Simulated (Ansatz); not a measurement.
# SnO2, space group Pnnm: relaxations under a series of pressures

Program: the Ansatz DFT code, driven from Python.

At the Python prompt:
```pycon
>>> import warnings
>>> import ansatz
>>> import numpy as np
>>> def edges_and_angles(cell):
...     cell = np.asarray(cell)
...     a, b, c = np.linalg.norm(cell, axis=1)
...     cosines = cell[1] @ cell[2] / (b * c), cell[0] @ cell[2] / (a * c), cell[0] @ cell[1] / (a * b)
...     return (a, b, c, *np.degrees(np.arccos(cosines)))
...
>>> warnings.simplefilter('ignore', ansatz.DeckWarning)
>>> crystal = (
...     ansatz.Lattice.from_parameters(4.788004, 4.866582, 3.240898, alpha=90.0, beta=90.0, gamma=90.0)
...     .atom('Sn', (0.5, 0.5, 0.5))
...     .atom('Sn', (0.0, 0.0, 0.0))
...     .atom('O', (0.291855, 0.321042, 0.0))
...     .atom('O', (0.791855, 0.178958, 0.5))
...     .atom('O', (0.208145, 0.821042, 0.5))
...     .atom('O', (0.708145, 0.678958, 0.0))
... )
>>> base = (
...     crystal.calculation()
...     .functional(ansatz.Functional.LDA)
...     .pseudopotentials('paw')
...     .basis(470)
...     .kpoints(4, 4, 6)
...     .occupations(ansatz.OccupationsMethod.FIXED)
... )
>>> # H = F + PV, with 1 GPa A^3 = 1/160.21766 eV
>>> rows = []
>>> for pressure in [0, 5, 10, 20]:
...     done = base.relax(cell=True, pressure=pressure, force_tolerance=0.05).run()
...     cell = done.lattice.cell_ang
...     n_atoms = len(done.lattice.sites)
...     volume = abs(np.linalg.det(cell)) / n_atoms
...     enthalpy = done.report['free_energy_ev'] / n_atoms + pressure * volume / 160.21766
...     rows.append((pressure, volume, enthalpy, *edges_and_angles(cell)))
...     print(f'{pressure} GPa done: {volume:.4f} A^3/atom')
...
0 GPa done: 11.8579 A^3/atom
5 GPa done: 11.5873 A^3/atom
10 GPa done: 11.3406 A^3/atom
20 GPa done: 10.8161 A^3/atom
>>> print(' P (GPa)  V (A^3/atom)  H (eV/atom)     a       b       c')
 P (GPa)  V (A^3/atom)  H (eV/atom)     a       b       c
>>> for row in rows:
...     print('{:8.1f} {:12.4f} {:14.5f} {:7.4f} {:7.4f} {:7.4f}'.format(*row[:6]))
...
     0.0      11.8579    -2330.06731  4.7223  4.7225  3.1903
     5.0      11.5873    -2329.70155  4.6774  4.6784  3.1771
    10.0      11.3406    -2329.34374  4.6163  4.6588  3.1639
    20.0      10.8161    -2328.65297  4.4806  4.6286  3.1293
>>> p, v = np.array([row[0] for row in rows], float), np.array([row[1] for row in rows])
>>> print('mean bulk modulus between rows (GPa):', np.round(-np.diff(p) / np.diff(np.log(v)), 1))
mean bulk modulus between rows (GPa): [216.6 232.3 211.2]
```

The volume falls from 11.86 Å³ an atom at 0 GPa to 10.82 at 20 GPa, by 8.8 %. Between 0 and 5 GPa, -V dP/dV is about 217 GPa, a mean over that step.

Reading the output:
- Total energies depend on the potentials; only differences at equal settings carry meaning.
- At a fixed pressure a relaxation lowers the enthalpy F + PV, while F alone can rise.
- The cell relaxed to the group P4_2/mnm; tensors and edges are in the axes of the typed cell.
- The structure comes from a database of computed cells and needn't be a stable or known phase.
- Symmetry holds the cell in this phase, whether or not it is the stable one at each pressure.
- By the engine's processor time: 2.2 min on 1 thread of Intel(R) Xeon(R) Processor @ 2.30GHz (shared host), peak memory 0.57 GiB.
